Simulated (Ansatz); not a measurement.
# C2HBF2 (SMILES C#CB(F)F) at 4 levels

We compute a comparison of 4 runs (B3LYP/6-31G*, PBE/def2-SVPD, revPBE/def2-SVPD, RPA@PBE0/def2-SVPD) of C2HBF2. 

Program for the calculation: Ansatz 0.2.0.

36 further runs of the same task are left out: 36 set aside as unsound or not needed.

### Step 1. The structure to begin with

C2HBF2: 6 atoms, total charge 0, spin state singlet. As SMILES, `C#CB(F)F`. The C2–B3 distance was set to 2.281 Å, away from the relaxed value. At this shape a bond of the SMILES string is far longer than usual.

Bond lengths: C1–C2 1.203 Å, B3–F4 1.316 Å, B3–F5 1.316 Å, C1–H6 1.066 Å. Angles: F4–B3–F5 117.8°, C2–C1–H6 180.0°. A long bond or contact: C2–B3 2.281 Å.

### Step 2. The energy at B3LYP/6-31G(d) (spherical functions) (run 1)

File run.yaml:

```yaml
crystal:
  periodic: [false, false, false]
  atoms:
    - symbol: C
      position_ang: [-1.303975, 0.668487, 1.848414]
    - symbol: C
      position_ang: [-0.638875, 0.323887, 0.906714]
    - symbol: B
      position_ang: [0.622000, -0.329200, -0.878400]
    - symbol: F
      position_ang: [0.153600, -1.179500, -1.766600]
    - symbol: F
      position_ang: [1.841700, 0.131700, -1.054100]
    - symbol: H
      position_ang: [-1.893275, 0.973687, 2.682914]
basis:
  gaussian: {orbitals: 6-31G_st_-spherical.json}
hamiltonian: {xc: {name: B3LYP}}
accuracy: high
output: {orbitals: {seedname: orbitals}}
```

The basis set 6-31G* is read from a file made from the Basis Set Exchange's data (not shown).

Command:

```sh
$ ansatz run run.yaml --threads 1 --pin off --max-ram 3480MiB --events-out events.jsonl --progress --plain --runs-dir runs
```

The program printed:

```text
Warning: RAYON_NUM_THREADS=1 ignored (pool sized by the plan → 1); use --threads N
Functional definition: B3LYP
  name "B3LYP"
  parameter a0 = 0.2
  parameter ax = 0.72
  parameter ac = 0.81
  exchange = (1 - a0 - ax)*slater_x + ax*b88_x + a0*exact_x
  correlation = (1 - ac)*vwn_rpa_c + ac*lyp_c
1530 factors; integrals over basis functions are off by at most 4.9e-9 eV
mean field evaluation 1: about -8191.4288 eV, gradient 5.2e1 eV
mean field evaluation 2: about -8148.2554 eV, gradient 1.2e2 eV
mean field evaluation 4: about -8198.1199 eV, gradient 9.6e0 eV
mean field evaluation 8: about -8198.4330 eV, gradient 1.0e0 eV
mean field evaluation 16: about -8198.4356 eV, gradient 2.2e-4 eV
mean field -8198.43563817 eV, -301.2869526036 hartree, gradient 1.6e-8 eV, S^2 0.000000; 0 other end points of the search recorded, 0 dependent functions left out
reference -8198.43566882 eV, -301.2869537297 hartree; 18, 18 occupied and 54, 54 virtual orbitals, 1530 factors
Total energy: -8198.43566882 eV, -301.2869537297 hartree
```

Run time: 4.8 s. Hardware: 1 thread of Arm Neoverse V1, shared host; peak memory 0.19 GiB.

### Step 3. The energy at PBE/def2-SVPD (run 2)

File molecule.yaml:

```yaml
basis:
  gaussian: {orbitals: def2-SVPD}
crystal:
  periodic: [false, false, false]
  atoms:
    - {symbol: C, position_ang: [-1.303975, 0.668487, 1.848414]}
    - {symbol: C, position_ang: [-0.638875, 0.323887, 0.906714]}
    - {symbol: B, position_ang: [0.622000, -0.329200, -0.878400]}
    - {symbol: F, position_ang: [0.153600, -1.179500, -1.766600]}
    - {symbol: F, position_ang: [1.841700, 0.131700, -1.054100]}
    - {symbol: H, position_ang: [-1.893275, 0.973687, 2.682914]}
hamiltonian: {xc: {name: PBE}}
accuracy: high
output: {orbitals: {seedname: orbitals}}
```

Command:

```sh
$ ansatz run molecule.yaml --threads 1 --pin off --max-ram 3480MiB --events-out events.jsonl --progress --plain --runs-dir runs
```

The program printed:

```text
Warning: RAYON_NUM_THREADS=1 ignored (pool sized by the plan → 1); use --threads N
Functional definition: PBE
  name "PBE"
  parameter kappa = 0.804
  parameter beta = 0.06672455060314922
  exchange = pbe_x(kappa = kappa, mu = beta*pi^2/3)
  correlation = pbe_c(beta = beta)
2216 factors; integrals over basis functions are off by at most 2.8e-9 eV
mean field evaluation 1: about -8175.0465 eV, gradient 6.0e1 eV
mean field evaluation 2: about -8087.8232 eV, gradient 1.5e2 eV
mean field evaluation 4: about -8183.5396 eV, gradient 1.7e1 eV
mean field evaluation 8: about -8184.1262 eV, gradient 1.0e-1 eV
mean field evaluation 16: about -8184.1242 eV, gradient 4.5e-6 eV
mean field -8184.12416434 eV, -300.7610156408 hartree, gradient 2.9e-8 eV, S^2 0.000000; 0 other end points of the search recorded, 0 dependent functions left out
reference -8184.12416838 eV, -300.7610157893 hartree; 18, 18 occupied and 96, 96 virtual orbitals, 2216 factors
Total energy: -8184.12416838 eV, -300.7610157893 hartree
```

It took 7.5 s on 1 thread of Arm Neoverse V1, shared host; peak memory 0.3 GiB.

### Step 4. A single-point energy at revPBE/def2-SVPD (run 3)

File input.yaml:

```yaml
crystal:
  periodic: [false, false, false]
  atoms:
    - symbol: C
      position_ang: [-1.303975, 0.668487, 1.848414]
    - symbol: C
      position_ang: [-0.638875, 0.323887, 0.906714]
    - symbol: B
      position_ang: [0.622000, -0.329200, -0.878400]
    - symbol: F
      position_ang: [0.153600, -1.179500, -1.766600]
    - symbol: F
      position_ang: [1.841700, 0.131700, -1.054100]
    - symbol: H
      position_ang: [-1.893275, 0.973687, 2.682914]
basis:
  gaussian:
    orbitals: def2-SVPD
hamiltonian:
  xc: {name: revPBE}
accuracy: high
output:
  orbitals: {seedname: orbitals}
```

Command:

```sh
$ ansatz run input.yaml --threads 1 --pin off --max-ram 3480MiB --events-out events.jsonl --progress --plain --runs-dir runs
```

The program printed:

```text
Warning: RAYON_NUM_THREADS=1 ignored (pool sized by the plan → 1); use --threads N
Functional definition: revPBE
  name "revPBE"
  parameter kappa = 1.245
[... 3 set-up lines as earlier in the session ...]
2216 factors; integrals over basis functions are off by at most 2.8e-9 eV
mean field evaluation 1: about -8181.6162 eV, gradient 5.9e1 eV
mean field evaluation 2: about -8096.8501 eV, gradient 1.5e2 eV
mean field evaluation 4: about -8189.9556 eV, gradient 1.6e1 eV
mean field evaluation 8: about -8190.4978 eV, gradient 9.6e-2 eV
mean field evaluation 16: about -8190.4958 eV, gradient 5.2e-6 eV
mean field -8190.49582332 eV, -300.9951697897 hartree, gradient 3.6e-8 eV, S^2 0.000000; 0 other end points of the search recorded, 0 dependent functions left out
reference -8190.49582835 eV, -300.9951699743 hartree; 18, 18 occupied and 96, 96 virtual orbitals, 2216 factors
Total energy: -8190.49582835 eV, -300.9951699743 hartree
```

It took 7.5 s on 1 thread of Arm Neoverse V1, shared host; peak memory 0.3 GiB.

### Step 5. The energy at RPA@PBE0/def2-SVPD (run 4)

Changes to run.yaml since step 2:

```diff
@@ -16,5 +16,9 @@
 basis:
-  gaussian: {orbitals: 6-31G_st_-spherical.json}
-hamiltonian: {xc: {name: B3LYP}}
+  gaussian:
+    orbitals: def2-SVPD
 accuracy: high
-output: {orbitals: {seedname: orbitals}}
+hamiltonian:
+  xc: pbe0
+correlation:
+  method: rpa
+  frozen_orbitals: {B: 1, C: 1, F: 1, H: 0}
```

Command:

```sh
$ ansatz run run.yaml --threads 1 --pin off --max-ram 3480MiB --events-out events.jsonl --progress --plain --runs-dir runs
```

The program printed (excerpt; [...] marks lines left out):

```text
Warning: RAYON_NUM_THREADS=1 ignored (pool sized by the plan → 1); use --threads N
Functional definition: PBE0
  name "PBE0"
[...]
2216 factors; integrals over basis functions are off by at most 2.8e-9 eV
[...]
mean field -8184.03038189 eV, -300.7575691993 hartree, gradient 2.2e-8 eV, S^2 0.000000; 1 other end points of the search recorded, 0 dependent functions left out
5 core orbitals not correlated: weight in the atoms' cores, before any rotation towards them, 1.000 or more for the frozen orbitals, at most 0.000 for the correlated occupied ones
reference -8152.00921145 eV, -299.5808128906 hartree; 13, 13 occupied and 96, 96 virtual orbitals, 2216 factors
Total energy: -8179.02593157 eV, -300.5736590424 hartree
```

Wall time 19 s (1 thread of Arm Neoverse V1, shared host); peak memory 0.41 GiB.

### Step 6. The series

| run | level | frozen core orbitals | energy (Eh) | HOMO energy (eV) | LUMO energy (eV) | HOMO–LUMO gap (eV) | wall time |
| --- | --- | --- | --- | --- | --- | --- | --- |
| 1 | B3LYP/6-31G* (spherical functions) | – | -301.286954 | -7.30 | -1.56 | 5.74 | 4.8 s |
| 2 | PBE/def2-SVPD | – | -300.761016 | -6.88 | -2.77 | 4.11 | 7.5 s |
| 3 | revPBE/def2-SVPD | – | -300.995170 | -6.81 | -2.69 | 4.12 | 7.5 s |
| 4 | RPA@PBE0/def2-SVPD | 5 | -300.573659 | – | – | – | 19 s |

### Step 7. Results

| quantity | value |
| --- | --- |
| run 4: total energy | -300.57366 Eh |
| run 4: RPA correlation energy (valence) | -992.8 mEh |

In words: Over runs 1, 2, 3 the HOMO–LUMO gap runs from 4.11 eV (PBE/def2-SVPD) to 5.74 eV (B3LYP/6-31G*). The two ends differ in method and basis. Totals of different functionals can't be ranked against each other. All runs together took 38 s, the longest 19 s.
